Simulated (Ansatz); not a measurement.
# SrMg: the cost of one run

All numbers are computed with the Python package of Ansatz 0.2.0. Level of theory: DFT LDA, plane waves, PAW.

## 1. The system

SrMg P-6m2: The structure is hexagonal, space group P-6m2 (No. 187). Conventional cell: a = 4.052 Å, b = 4.052 Å, c = 5.589 Å, α = 90.00°, β = 90.00°, γ = 120.00°. Sr (site symmetry -6m2) is surrounded by 6 Mg at 3.64 Å and 6 Sr at 4.05 Å. Mg (site symmetry -6m2) is surrounded by 6 Sr at 3.64 Å and 6 Mg at 4.05 Å.

Sr Fm-3m: It takes space group Fm-3m (No. 225, cubic). The conventional cell has a = 6.085 Å, b = 6.085 Å, c = 6.085 Å, α = 90.00°, β = 90.00°, γ = 90.00°. Sr (site symmetry m-3m) is surrounded by 12 Sr at 4.30 Å.

Mg P6_3/mmc: It takes space group P6_3/mmc (No. 194, hexagonal). The conventional cell has a = 3.209 Å, b = 3.209 Å, c = 5.210 Å, α = 90.00°, β = 90.00°, γ = 120.00°. Mg (site symmetry -6m2) is surrounded by 12 Mg at 3.20 to 3.21 Å.

No structure file is read: the coordinates are typed or built in the script.

## 2. The code

The input, srmg.py:

```python
"""Formation energy of SrMg from the elements, after relaxing atoms and volume at fixed cell shape."""

from collections import Counter
import warnings

import ansatz as az
import numpy as np

SCF_TOL = 1e-05
CUTOFF_EV = 500
K_SPACING = 0.39
FILLING = "cold"
SIGMA = 0.1

PHASES = {
    "SrMg": (
        [(4.051674, 0.0, 0.0), (-2.025837, 3.508853, 0.0), (0.0, 0.0, 5.58938)],
        [
            ("Sr", (0.0, 0.0, 0.0)),
            ("Mg", (2 / 3, 1 / 3, 0.5)),
        ],
    ),
    "Sr": (
        [(0.0, 3.04235, 3.04235), (3.04235, 0.0, 3.04235), (3.04235, 3.04235, 0.0)],
        [
            ("Sr", (0.0, 0.0, 0.0)),
        ],
    ),
    "Mg": (
        [(3.2093, 0.0, 0.0), (-1.60465, 2.779335, 0.0), (0.0, 0.0, 5.2103)],
        [
            ("Mg", (1 / 3, 2 / 3, 0.25)),
            ("Mg", (2 / 3, 1 / 3, 0.75)),
        ],
    ),
}


def build(vectors, sites):
    crystal = az.Crystal(lattice=az.Lattice.of(vectors))
    for symbol, position in sites:
        crystal = crystal.atom(symbol, position)
    return crystal


def ground_state(name, crystal):
    calc = (
        crystal.calculation()
        .functional(az.Functional.LDA)
        .scf(tolerance=SCF_TOL)
        .basis(CUTOFF_EV)
        .kpoints(spacing=K_SPACING)
        .occupations(FILLING, width=SIGMA)
        .stress()
    )
    calc = calc.relax(force_tolerance=0.02, fix_cell=["shape"])
    return calc.run()


def counts(outcome):
    return Counter(site.symbol for site in outcome.lattice.sites)

def formation_energy(outcome, mu):
    n = counts(outcome)
    return (outcome.report["energy_sigma0_ev"] - sum(k * mu[element] for element, k in n.items())) / sum(n.values())


def volume_per_atom(outcome):
    return abs(np.linalg.det(outcome.lattice.cell_ang)) / len(outcome.lattice.sites)


def main() -> None:
    warnings.simplefilter("ignore", az.DeckWarning)

    phases = {name: build(*cell) for name, cell in PHASES.items()}

    done = {}
    for name, crystal in phases.items():
        done[name] = ground_state(name, crystal)
        print(f"{name}: {done[name].report['energy_sigma0_ev']:.4f} eV, {len(done[name].lattice.sites)} atoms")

    # energy of one atom in its reference phase
    references = {"Sr": "Sr", "Mg": "Mg"}
    mu = {element: done[name].report["energy_sigma0_ev"] / len(done[name].lattice.sites) for element, name in references.items()}

    target = done["SrMg"]
    heat = formation_energy(target, mu)
    n = counts(target)
    print("cell content:", dict(n), " volume", round(volume_per_atom(target), 3), "A^3/atom")
    print("formation energy", round(heat, 4), "eV/atom,", round(heat * sum(n.values()), 4), "eV per cell")
    print("bound against the elements" if heat < 0 else "unbound against the elements")


if __name__ == "__main__":
    main()
```

## 3. What the engine is handed

The engine receives this input (first run):

```yaml
crystal:
  lattice:
    - [4.051674, 0.0, 0.0]
    - [-2.025837, 3.508853, 0.0]
    - [0.0, 0.0, 5.58938]
  atoms:
    - { symbol: Sr, position: [0.0, 0.0, 0.0] }
    - { symbol: Mg, position: [0.6666666666666666, 0.3333333333333333, 0.5] }
basis:
  ecutwfc: 500.0
kpoints:
  mp_grid:
    kspacing: 0.39
hamiltonian:
  xc: lda
scf:
  convergence:
    dr2_threshold: 1.0e-05
  occupations:
    method: cold
    width: 0.1
relax:
  f_tol: 0.02
  cell:
    fix: [shape]
output:
  stress: true
```

## 4. Launch

Command:

```
> python srmg.py
```

Q: Estimate wall time and peak memory on 1 thread of Arm Neoverse V1, shared host.

About 11 s, with a peak of 0.37 GiB.
